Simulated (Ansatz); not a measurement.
# Ca2CrO4 (element-swapped structure): how the settings move a single-point run

Aim: see which settings change the result for Ca2CrO4 (element-swapped structure), by how much, and at what cost.

Method: reference: DFT r2SCAN, plane waves, PAW, scalar-relativistic, collinear spin, in Ansatz 0.2.0.

## 1. The system as given

The structure is tetragonal, space group I4/mmm (No. 139). The conventional cell has a = 3.689 Å, b = 3.689 Å, c = 12.103 Å, α = 90.00°, β = 90.00°, γ = 90.00°. Around Ca (site symmetry 4mm) lie 9 O at 2.31 to 2.62 Å. Around Cr (site symmetry 4/mmm) lie 6 O at 1.84 to 1.97 Å. O (site symmetry mmm) is surrounded by 2 Cr at 1.84 Å and 4 Ca at 2.56 Å. O (site symmetry 4mm) is surrounded by 1 Cr at 1.97 Å and 5 Ca at 2.31 to 2.62 Å.

As a file:

```cif
data_structure
_symmetry_space_group_name_H-M 'I4/mmm'
_symmetry_Int_Tables_number 139
_cell_length_a 3.6886
_cell_length_b 3.6886
_cell_length_c 12.1034
_cell_angle_alpha 90.000
_cell_angle_beta 90.000
_cell_angle_gamma 90.000
_cell_volume 164.67
loop_
_atom_site_label
_atom_site_type_symbol
_atom_site_symmetry_multiplicity
_atom_site_Wyckoff_symbol
_atom_site_fract_x
_atom_site_fract_y
_atom_site_fract_z
_atom_site_occupancy
Ca1 Ca 4 e 0.50000 0.50000 0.85380 1
Cr1 Cr 2 a 0.00000 0.00000 0.00000 1
O1 O 4 c 0.00000 0.50000 0.00000 1
O2 O 4 e 0.50000 0.50000 0.66300 1
```

## 2. Baseline

Input file input.yaml:

```yaml
crystal:
  lattice:
    - [0.0, 3.68855951, 0.0]
    - [3.68855951, 0.0, 0.0]
    - [1.84427926, 1.84427926, -6.05167642]
  atoms:
    - { symbol: Ca, position: [0.3538, 0.3538, 0.2924] }
    - { symbol: Ca, position: [0.6462, 0.6462, 0.7076] }
    - { symbol: Cr, position: [0.0, 0.0, 0.0], spin: 1.6 }
    - { symbol: O, position: [0.5, 0.0, 0.0] }
    - { symbol: O, position: [0.0, 0.5, 0.0] }
    - { symbol: O, position: [0.163, 0.163, 0.674] }
    - { symbol: O, position: [0.837, 0.837, 0.326] }
kpoints:
  mp_grid: { grid: [5, 5, 5], shift: [0, 0, 0] }
magnetization:
  spin_polarized: true
scf:
  occupations: { method: fermi_dirac, width: 0.1027 }
hamiltonian:
  pseudopotentials: { kind: paw }
  xc: r2scan
basis:
  ecutwfc: 500
output:
  forces: true
  stress: true
  eigenvalues: true
```

Launch:

```sh
ansatz run input.yaml --threads 1 --pin off --max-ram 2560MiB --backend cpu --events-out ev --progress --plain --runs-dir out
```

## 3. Variant: mp_grid.shift [0.5, 0.5, 0.5], xc pbesol

input.yaml, as its differences from that of step 2:

```diff
@@ -14,3 +14,3 @@
 kpoints:
-  mp_grid: { grid: [5, 5, 5], shift: [0, 0, 0] }
+  mp_grid: { grid: [5, 5, 5], shift: [0.5, 0.5, 0.5] }
 magnetization:
@@ -21,3 +21,3 @@
   pseudopotentials: { kind: paw }
-  xc: r2scan
+  xc: pbesol
 basis:
```

## 4. Changing settings: mp_grid.grid [6, 6, 6]

input.yaml, as its differences from that of step 2:

```diff
@@ -14,3 +14,3 @@
 kpoints:
-  mp_grid: { grid: [5, 5, 5], shift: [0, 0, 0] }
+  mp_grid: { grid: [6, 6, 6], shift: [0, 0, 0] }
 magnetization:
```

## 5. Changed: xc lda, accuracy low

input.yaml, as its differences from that of step 2:

```diff
@@ -21,3 +21,3 @@
   pseudopotentials: { kind: paw }
-  xc: r2scan
+  xc: lda
 basis:
@@ -28 +28,2 @@
   eigenvalues: true
+accuracy: low
```

## 6. Changed: mp_grid.grid [8, 8, 8], xc pbesol

input.yaml, as its differences from that of step 2:

```diff
@@ -14,3 +14,3 @@
 kpoints:
-  mp_grid: { grid: [5, 5, 5], shift: [0, 0, 0] }
+  mp_grid: { grid: [8, 8, 8], shift: [0, 0, 0] }
 magnetization:
@@ -21,3 +21,3 @@
   pseudopotentials: { kind: paw }
-  xc: r2scan
+  xc: pbesol
 basis:
```

Before running it: what results should come out? Wanted: for each run, ending; energy change; pressure; abs. moment; force.

As calculated:

```csv
run,ending,energy change,pressure (GPa),abs. moment (μB),force (eV/Å),cycles,time
reference,converged,0,-1.9,2.18,0.27,19,38 s
"1: mp_grid.shift [0.5, 0.5, 0.5], xc pbesol",converged,not comparable,-4.3,2.07,0.17,13,20 s
"2: mp_grid.grid [6, 6, 6]",converged,+0.4 meV/atom,-1.9,2.18,0.25,19,57 s
"3: xc lda, accuracy low",converged,not comparable,-10.2,1.97,0.17,14,15 s
"4: mp_grid.grid [8, 8, 8], xc pbesol",converged,not comparable,-4.5,2.01,0.18,16,62 s
```

Residual by cycle in the longest SCF loop of each run; runs are numbered as in the table. The quantity is the density residual dr2, in eV.

```csv
cycle,reference,run 1,run 2,run 3,run 4
1,12.8,16.2,12.7,16.7,16.2
3,1.26,1.28,1.28,1.26,1.26
4,0.408,0.208,0.385,0.277,0.189
6,0.0265,0.00807,0.025,0.0131,0.00712
8,0.00608,0.0014,0.00557,0.00134,0.00131
9,0.00208,2.2e-4,0.00175,4.8e-4,1.4e-4
11,3.9e-4,8.6e-6,2.9e-4,8.0e-6,9.9e-7
12,9.2e-5,2.4e-7,5.1e-5,6.8e-7,1.5e-7
14,1.7e-5,-,5.5e-6,6.8e-9,2.3e-8
16,1.1e-6,-,2.6e-7,-,1.9e-9
17,1.4e-7,-,1.7e-7,-,-
19,3.3e-8,-,3.2e-8,-,-
```

«mp_grid.grid [6, 6, 6]» moves the energy by +0.4 meV/atom.

The reference is no final answer either: its magnetic state comes from one start and may not be the lowest; the structure is made up and not relaxed.
